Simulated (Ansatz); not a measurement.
# the Be-Pd system: a small convex hull

Program: the Python package of Ansatz (0.2.0).

Input file `be5pd_be5pd_f_43m.cif`:
```cif
data_Be5Pd
_cell_length_a 4.225552
_cell_length_b 4.225552
_cell_length_c 4.225552
_cell_angle_alpha 60.00000
_cell_angle_beta 60.00000
_cell_angle_gamma 60.00000
_symmetry_space_group_name_H-M 'P 1'
_symmetry_Int_Tables_number 1
loop_
_symmetry_equiv_pos_as_xyz
'x, y, z'
loop_
_atom_site_label
_atom_site_type_symbol
_atom_site_fract_x
_atom_site_fract_y
_atom_site_fract_z
Be1 Be    0.250000    0.250000    0.250000
Be2 Be    0.624614    0.624614    0.624614
Be3 Be    0.126157    0.624614    0.624614
Be4 Be    0.624614    0.126157    0.624614
Be5 Be    0.624614    0.624614    0.126157
Pd6 Pd    0.000000    0.000000    0.000000
```

Input file `be5pd_bepd_pm_3m.xyz`:
```text
2
Lattice="2.813 0.0 0.0 0.0 2.813 0.0 0.0 0.0 2.813" Properties=species:S:1:pos:R:3 pbc="T T T"
Be    0.00000000    0.00000000    0.00000000
Pd    1.40650000    1.40650000    1.40650000
```

The script reads `be5pd_be3pd_i4_mmm.cif`:
```cif
data_Be3Pd
_cell_length_a 4.299495
_cell_length_b 4.299495
_cell_length_c 4.299495
_cell_angle_alpha 134.56802
_cell_angle_beta 134.56802
_cell_angle_gamma 66.20215
_symmetry_space_group_name_H-M 'P 1'
_symmetry_Int_Tables_number 1
loop_
_symmetry_equiv_pos_as_xyz
'x, y, z'
loop_
_atom_site_label
_atom_site_type_symbol
_atom_site_fract_x
_atom_site_fract_y
_atom_site_fract_z
Be1 Be    0.750000    0.250000    0.500000
Be2 Be    0.250000    0.750000    0.500000
Be3 Be    0.500000    0.500000    0.000000
Pd4 Pd    0.000000    0.000000    0.000000
```

`be5pd_be.cif`
```cif
data_Be
_cell_length_a 2.285300
_cell_length_b 2.285300
_cell_length_c 3.584200
_cell_angle_alpha 90.00000
_cell_angle_beta 90.00000
_cell_angle_gamma 120.00000
_symmetry_space_group_name_H-M 'P 1'
_symmetry_Int_Tables_number 1
loop_
_symmetry_equiv_pos_as_xyz
'x, y, z'
loop_
_atom_site_label
_atom_site_type_symbol
_atom_site_fract_x
_atom_site_fract_y
_atom_site_fract_z
Be1 Be    0.333333    0.666667    0.250000
Be2 Be    0.666667    0.333333    0.750000
```

Contents of `be5pd_pd_cell.vasp`:
```text
Pd
1.0
   0.00000000    1.94650000    1.94650000
   1.94650000    0.00000000    1.94650000
   1.94650000    1.94650000    0.00000000
Pd
1
Direct
   0.00000000    0.00000000    0.00000000
```

Run as a notebook:

**Cell 1**
```python
from collections import Counter
import warnings

import ansatz as az
from ase.io import read
import matplotlib.pyplot as plt
from pymatgen.analysis.phase_diagram import PDEntry, PhaseDiagram
from pymatgen.core import Composition


def run_phase(name, crystal):
    calc = (
        crystal.calculation()
        .functional("pbesol")
        .basis(500)
        .kpoints(spacing=0.27)
        .occupations("gaussian", width=0.05)
    )
    calc = calc.relax(force_tolerance=0.02, cell=True)
    return calc.run(threads=1)
```

**Cell 2**
```python
def counts(outcome):
    return Counter(site.symbol for site in outcome.lattice.sites)
```

**Cell 3**
```python
warnings.simplefilter("ignore", az.DeckWarning)
```

**Cell 4**
```python
phases = {}
atoms = read("be5pd_be5pd_f_43m.cif")
be5pd_f_43m = az.Crystal.from_ase(atoms)
phases["Be5Pd F-43m"] = be5pd_f_43m
bepd_pm_3m = az.Crystal.from_extxyz("be5pd_bepd_pm_3m.xyz")
phases["BePd Pm-3m"] = bepd_pm_3m
atoms = read("be5pd_be3pd_i4_mmm.cif")
be3pd_i4_mmm = az.Crystal.from_ase(atoms)
phases["Be3Pd I4/mmm"] = be3pd_i4_mmm
atoms = read("be5pd_be.cif")
be = az.Crystal.from_ase(atoms)
phases["Be"] = be
atoms = read("be5pd_pd_cell.vasp", format="vasp")
pd_cell = az.Crystal.from_ase(atoms)
phases["Pd"] = pd_cell

done = {}
for name, crystal in phases.items():
    done[name] = run_phase(name, crystal)
    print(f"{name}: {done[name].report['energy_sigma0_ev']:.4f} eV, {len(done[name].lattice.sites)} atoms")
```
Output:
```text
Be5Pd F-43m: -7360.4205 eV, 6 atoms
BePd Pm-3m: -6998.2430 eV, 2 atoms
Be3Pd I4/mmm: -7179.0639 eV, 4 atoms
Be: -180.7100 eV, 2 atoms
Pd: -6906.6319 eV, 1 atoms
```

**Cell 5**
```python
entries = [PDEntry(Composition(dict(counts(o))), o.report["energy_sigma0_ev"], name=name) for name, o in done.items()]
diagram = PhaseDiagram(entries)
rows = [(e.name, e.composition.get_atomic_fraction("Pd"), diagram.get_form_energy_per_atom(e), diagram.get_e_above_hull(e)) for e in entries]
rows.sort(key=lambda row: row[1])
print("     phase       x(Pd)  E_form (eV/atom)  above hull (eV/atom)")
for row in rows:
    print(f"{str(row[0]):>10}  {row[1]:10.3f}  {row[2]:16.4f}  {row[3]:20.4f}")
print("on the hull of these phases:", ", ".join(row[0] for row in rows if row[3] < 1e-6))
stable = [row for row in rows if row[3] < 1e-6]
plt.figure(figsize=(4.5, 3.2))
plt.plot([row[1] for row in stable], [row[2] for row in stable], "k-o")
plt.plot([row[1] for row in rows], [row[2] for row in rows], "r.")
plt.xlabel("fraction of Pd")
plt.ylabel("formation energy (eV/atom)")
plt.tight_layout()
plt.savefig("hull.png", dpi=100)
```
Output:
```text
     phase       x(Pd)  E_form (eV/atom)  above hull (eV/atom)
        Be       0.000            0.0000                0.0000
Be5Pd F-43m       0.167           -0.3356                0.0000
Be3Pd I4/mmm       0.250           -0.3417                0.0670
BePd Pm-3m       0.500           -0.6281                0.0000
        Pd       1.000            0.0000                0.0000
on the hull of these phases: Be, Be5Pd F-43m, BePd Pm-3m, Pd
```

What to keep in mind:
- Absolute energies stand on the zero of these potentials, so only differences at equal settings mean something.
- The run is spin-unpolarised.
- The cells come from databases of deposited and of computed structures, and not all need be stable phases.
- Differences under about 40 meV an atom lie within the error of mesh and functional, so such verdicts may flip; only the cells listed enter the hull.
- Hardware and time: 43 s on 1 thread of Arm Neoverse V1, with other jobs on the host, peak memory 0.57 GiB.
